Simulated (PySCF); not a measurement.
# KC: bond curves at several levels of theory

One job finds the state of KC, follows it along the bond with each method and fits the curves.

Program: PySCF 2.14.0. Level of theory: K def2-SVP, C def2-SVP, no relativity. These are calculated values, not measurements.

### Step 1. Set-up

The job is set up so:

```yaml
atoms: K, C
charge: 0
basis: K def2-SVP, C def2-SVP
Hamiltonian: no relativity
basis_functions: 38
electrons_treated: 25
masses_in_u: 38.9637, 12.0000
levels: PBE0, PBE, r²SCAN, PW91, TPSS, B2PLYP, HSE06, HF, MP2, SCS-MP2, CCSD, CCSD(T)
grid: 80 radial by 434 angular points
occupations: held fixed by the projection of orbital angular momentum
dissociation_limit: K + C, each in its ground configuration
starting_distance_in_angstrom: 2.655
values_of_2S_to_try: 1, 3
```

Run with:

```
$ OMP_NUM_THREADS=1 python dia.py task.json out
```

The runs that follow: First curve: PBE0; Higher solutions at PBE0; PBE; r²SCAN; PW91 (GGA); TPSS; B2PLYP; HSE06 (range-separated hybrid); UHF; MP2 and coupled cluster.

**Question.** What will these runs give? Wanted: for each run, Re; ωe; De; μ.

The runs gave:

Lowest PBE0 solution found, without spin–orbit coupling: ⁴Σ⁻ (quartet), unpaired electrons σ ↑, π ↑↑. State 2 has its PBE0 minimum 0.77 eV higher, as a spin-mixed determinant (⟨S²⟩ = 1.75), so this is no gap between pure states. State 3 has its PBE0 minimum 0.77 eV higher, as a spin-mixed determinant (⟨S²⟩ = 1.76), so this is no gap between pure states. State 4 has its PBE0 minimum 1.56 eV higher, as a spin-mixed determinant (⟨S²⟩ = 1.10), so this is no gap between pure states. The other levels ran on the lowest alone.

```csv
level,Re (Å),ωe (cm⁻¹),De (eV),μ (D)
UHF,2.601,374,1.43,-10.15
UHF-MP2,2.579,372,1.81,n/a
UHF-SCS-MP2,2.580,373,1.61,n/a
UHF-CCSD,2.581,369,1.68,n/a
UHF-CCSD(T),2.582,368,1.70,n/a
PBE,2.567,349,2.18,-7.77
PW91,2.560,352,2.22,-7.86
TPSS,2.567,356,2.20,-8.27
r²SCAN,2.568,366,2.25,-8.87
PBE0,2.547,371,2.09,-8.81
HSE06,2.548,371,2.08,-8.73
B2PLYP,2.563,369,1.80,-9.39
```

De is counted to K + C in their ground configurations. A positive dipole means K(−)C(+).

Differences from CCSD(T) in the same basis:

```csv
level,Re (mÅ),ωe (%)
UHF,+19,+1.8
UHF-MP2,-3,+1.3
UHF-SCS-MP2,-1,+1.3
UHF-CCSD,-1,+0.5
PBE,-15,-5.2
PW91,-22,-4.2
TPSS,-15,-3.1
r²SCAN,-14,-0.4
PBE0,-34,+0.9
HSE06,-34,+0.8
B2PLYP,-19,+0.4
```

**Reading.** Against CCSD(T) in the same basis, the bond length is nearest at UHF-SCS-MP2 and UHF-CCSD (-1 mÅ) and farthest at PBE0 and HSE06 (-34 mÅ); the wavenumber is nearest at r²SCAN and B2PLYP (0.4 % off) and farthest at PBE (-5.2 %). CCSD(T) in a basis this small is itself some way from its limit, more so than the functionals. Among the levels with a De in the table, it runs from 1.43 eV (UHF) to 2.25 eV (r²SCAN).

Correlated steps freeze 6 core orbitals. B2PLYP dipoles, levels and charges come from its SCF part alone.
